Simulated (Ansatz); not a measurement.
# Lanthanum, bcc under m-r²SCAN: from relaxation to bulk modulus

The plan for lanthanum in the bcc structure: relax it, solve it on a dense k-mesh, then scale the cell to 7 volumes from 88 to 112 % of the relaxed one and try a fit of the equation of state. The start is ferromagnetic. The k-meshes are 11×11×11 for the relaxation; 17×17×17 for the dense run; 17×17×17 for the volumes.

Computed with Ansatz 0.2.0 (DFT m-r2SCAN, plane waves (500 eV) with PAW, scalar-relativistic; PAW files made under PBE, frozen cores solved again for the functional; m-r²SCAN is r²SCAN on the gauge-invariant kinetic-energy density, unless a step says otherwise).

### Step 1. Starting point

It takes space group Im-3m (No. 229, cubic). Conventional cell: a = 4.214 Å, b = 4.214 Å, c = 4.214 Å, α = 90.00°, β = 90.00°, γ = 90.00°. La (site symmetry m-3m) is surrounded by 8 La at 3.65 Å.

As a file:

```
CELL_PARAMETERS angstrom
-2.10700 2.10700 2.10700
2.10700 -2.10700 2.10700
2.10700 2.10700 -2.10700
ATOMIC_POSITIONS crystal
La 0.00000 0.00000 0.00000
```

Starting moments (μB): +1.

### Step 2. Relaxing cell and atoms

Contents of input.yaml:

```yaml
crystal:
  lattice:
    - [-2.1069968026, 2.1069968026, 2.1069968026]
    - [2.1069968026, -2.1069968026, 2.1069968026]
    - [2.1069968026, 2.1069968026, -2.1069968026]
  atoms:
    - { symbol: La, position: [0.0, 0.0, 0.0], spin: 1.0 }
hamiltonian:
  xc: mr2scan
  pseudopotentials:
    kind: paw
    azcp:
      La: "pseudopotentials/La.paw.azcp"
basis:
  ecutwfc: 500
  fft_grid_basis: typed
kpoints:
  mp_grid: { grid: [11, 11, 11], shift: [0, 0, 0] }
magnetization:
  spin_polarized: true
scf:
  occupations: { method: fermi_dirac, width: 0.05 }
relax:
  max_steps: 60
  f_tol: 0.01
  cell: {}
```

Further steps of the session: Single point on a dense mesh; At 88 % of the relaxed volume; At 92 % of the relaxed volume; At 96 % of the relaxed volume; At 100 % of the relaxed volume; At 104 % of the relaxed volume; At 108 % of the relaxed volume; At 112 % of the relaxed volume.

Q: Predict the outcome of this session. Wanted: space group; conventional cell; volume; shortest distance; gap on the mesh; magnetic state; relative to dhcp; V₀, B₀, B₀′.

**Answer**, as computed:

| quantity | value |
| --- | --- |
| space group (spins left aside) | Im-3m (No. 229) |
| conventional cell | a = 4.247 Å |
| volume | 38.307 Å³/atom |
| shortest distance | 3.678 Å |
| gap on the mesh | none (levels filled in part) |
| magnetic state | ferromagnetic, up to 0.34 μB per atom |
| relative to dhcp | +103 meV/atom |
| V₀, B₀, B₀′ | 38.242 Å³/atom, 26 GPa, 2.7 |

What this shows: The relaxation enlarged the cell by 2.4 % in volume. Against the reference form of lanthanum (dhcp, computed apart with the same settings) it stands 103 meV/atom higher. It ends ferromagnetic, with up to 0.34 μB per atom. Levels at the Fermi energy are filled in part, as in a metal. B₀ comes out at 26 GPa. Relaxation kept the symmetry; phonons were not checked.
